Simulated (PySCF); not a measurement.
# singlet [BH2TeO2]− at 6 levels

Aim: a comparison of 6 runs (B3LYP/def2-SVPD, BLYP/def2-SVPD, PBE/def2-SVPD, PBE0/def2-SVPD, SVWN5/def2-SVPD, CCSD(T)/def2-SVPD) of singlet [BH2TeO2]−. Input form: a Python script.

The calculation is run with PySCF 2.14.0.

## (1) The structure to begin with

[BH2TeO2]− has 6 atoms, charge -1, and is taken as a singlet. As SMILES of the parent species, `OB(O)[Te]`. Geometry: relaxed at PBE0-D4/def2-TZVP. This is one conformer, not always the lowest. That shape belongs to the parent species and isn't relaxed for this state.

Bond lengths: O1–B2 1.362 Å, B2–O3 1.353 Å, B2–Te4 2.184 Å, O1–H5 0.958 Å, O3–H6 0.964 Å. Angles: O1–B2–O3 119.8°, O1–B2–Te4 123.3°, O3–B2–Te4 116.9°, B2–O1–H5 115.4°, B2–O3–H6 112.3°.

## (2) A single-point energy at B3LYP/def2-SVPD (core potential) (run 1)

Contents of run.py:

```python
from pyscf import gto, dft

mol = gto.Mole()
mol.atom = '''
O      0.232058     2.172807     0.034393
B     -0.102612    -0.371331    -0.153635
O      0.868140    -1.915426     1.638393
Te    -2.162036    -2.165437    -3.246927
H     -0.504746     3.152630    -1.298620
H      1.748564    -0.994374     2.939280
'''
mol.charge = -1
mol.unit = 'bohr'
mol.ecp = {'Te': 'def2-svp'}
mol.spin = 0
mol.verbose = 3
mol.basis = 'def2-svpd'
mol.max_memory = 1860
mol.build()

myscf = dft.RKS(mol)
myscf.xc = 'b3lyp'
myscf.conv_tol = 1e-10
myscf.grids.level = 5
myscf.kernel()
if not myscf.converged:
    myscf = myscf.newton().run(myscf.mo_coeff, myscf.mo_occ)

etot = myscf.e_tot
print('E(%s) = %.9f' % ('B3LYP', etot))
```

On the command line:

```bash
$ OMP_NUM_THREADS=1 python run.py
```

The log of the run:

```text
converged SCF energy = -444.681109070961
E(B3LYP) = -444.681109071
```

It took 23 s on 1 thread of Intel Xeon Platinum 8559C (Emerald Rapids), shared host; peak memory 0.64 GiB.

## (3) The energy at BLYP/def2-SVPD (core potential) (run 2)

Contents of calc.py:

```python
from pyscf import gto, dft

system = gto.M(
    atom='''
O      0.122800     1.149800     0.018200
B     -0.054300    -0.196500    -0.081300
O      0.459400    -1.013600     0.867000
Te    -1.144100    -1.145900    -1.718200
H     -0.267100     1.668300    -0.687200
H      0.925300    -0.526200     1.555400
''',
    charge=-1,
    basis='def2-svpd',
    ecp={'Te': 'def2-svp'},
    max_memory=1860,
    verbose=3,
)

ks = dft.RKS(system, xc='blyp')
ks.conv_tol = 1e-10
ks.grids.level = 5
ks.kernel()
if not ks.converged:
    ks = ks.newton().run(ks.mo_coeff, ks.mo_occ)

e_tot = ks.e_tot
print(f'total energy: {e_tot:.8f} hartree')
```

On the command line:

```bash
$ OMP_NUM_THREADS=1 python calc.py
```

The log of the run:

```text
converged SCF energy = -444.496227342285
total energy: -444.49622734 hartree
```

Wall time 23 s (1 thread of Intel Xeon Platinum 8559C (Emerald Rapids), shared host); peak memory 0.64 GiB.

Runs 3 to 5 aren't shown in full; the table further down has their settings and results.

## (4) The energy at CCSD(T)/def2-SVPD (core potential) (run 6)

Contents of input.py:

```python
from pyscf import gto, scf, cc

molecule = gto.Mole()
molecule.atom = '''
O      0.122800     1.149800     0.018200
B     -0.054300    -0.196500    -0.081300
O      0.459400    -1.013600     0.867000
Te    -1.144100    -1.145900    -1.718200
H     -0.267100     1.668300    -0.687200
H      0.925300    -0.526200     1.555400
'''
molecule.basis = 'def2-svpd'
molecule.ecp = {'Te': 'def2-svp'}
molecule.max_memory = 1860
molecule.verbose = 4
molecule.charge = -1
molecule.build()

calc0 = scf.RHF(molecule)
calc0.conv_tol = 1e-10
calc0.kernel()
if not calc0.converged:
    calc0 = calc0.newton().run(calc0.mo_coeff, calc0.mo_occ)

mycc = cc.CCSD(calc0, frozen=7)
mycc.kernel()
e_t = mycc.ccsd_t()
e_tot = mycc.e_tot + e_t
print('E = %.10f Eh' % e_tot)
```

On the command line:

```bash
$ OMP_NUM_THREADS=1 python input.py
```

The log of the run:

```text
PySCF version 2.14.0

[... 68 lines left out ...]
converged SCF energy = -442.617787471263
[... 12 lines left out ...]
Init t2, MP2 energy = -443.224572961444  E_corr(MP2) -0.606785490180633
[... 14 lines left out ...]
CCSD converged
[... 2 lines left out ...]
E = -443.2631161373 Eh
```

It took 1.8 min on 1 thread of Intel Xeon Platinum 8559C (Emerald Rapids), shared host; peak memory 1.6 GiB.

## (5) The series

```csv
run,level,integration grid,frozen core orbitals,energy (Eh),HOMO energy (eV),LUMO energy (eV),HOMO–LUMO gap (eV),wall time
1,B3LYP/def2-SVPD (core potential),5,–,-444.681109,-0.16,3.13,3.29,23 s
2,BLYP/def2-SVPD (core potential),5,–,-444.496227,0.65,2.79,2.14,23 s
3,PBE/def2-SVPD (core potential),5,–,-444.383206,0.51,2.79,2.29,25 s
4,PBE0/def2-SVPD (core potential),5,–,-444.404643,-0.34,3.38,3.72,23 s
5,SVWN5/def2-SVPD (core potential),5,–,-442.868809,0.36,2.76,2.39,14 s
6,CCSD(T)/def2-SVPD (core potential),–,7,-443.263116,-2.30,4.77,7.06,1.8 min
```

## (6) Summary of results

```
                                                    quantity          value
                                         run 6: total energy  -443.26312 Eh
                  run 6: HOMO energy (Hartree–Fock orbitals)       -2.30 eV
                  run 6: LUMO energy (Hartree–Fock orbitals)        4.77 eV
run 6: HOMO–LUMO gap (to an unbound level, set by the basis)        7.06 eV
          run 6: correlation energy (7 core orbitals frozen)     -645.3 mEh
                                       run 6: (T) correction     -20.60 mEh
                                        run 6: T1 diagnostic          0.014
```

What this shows: Over runs 1, 2, 3, 4, 5 the HOMO–LUMO gap runs from 2.14 eV (BLYP/def2-SVPD) to 3.72 eV (PBE0/def2-SVPD). The empty levels of an anion lie above zero and hang on the basis. Totals of different functionals can't be ranked against each other. In runs 2, 3, 5 the HOMO lies above zero, so the outermost electron may be held by the basis alone. All runs together took 3.6 min, the longest 1.8 min.
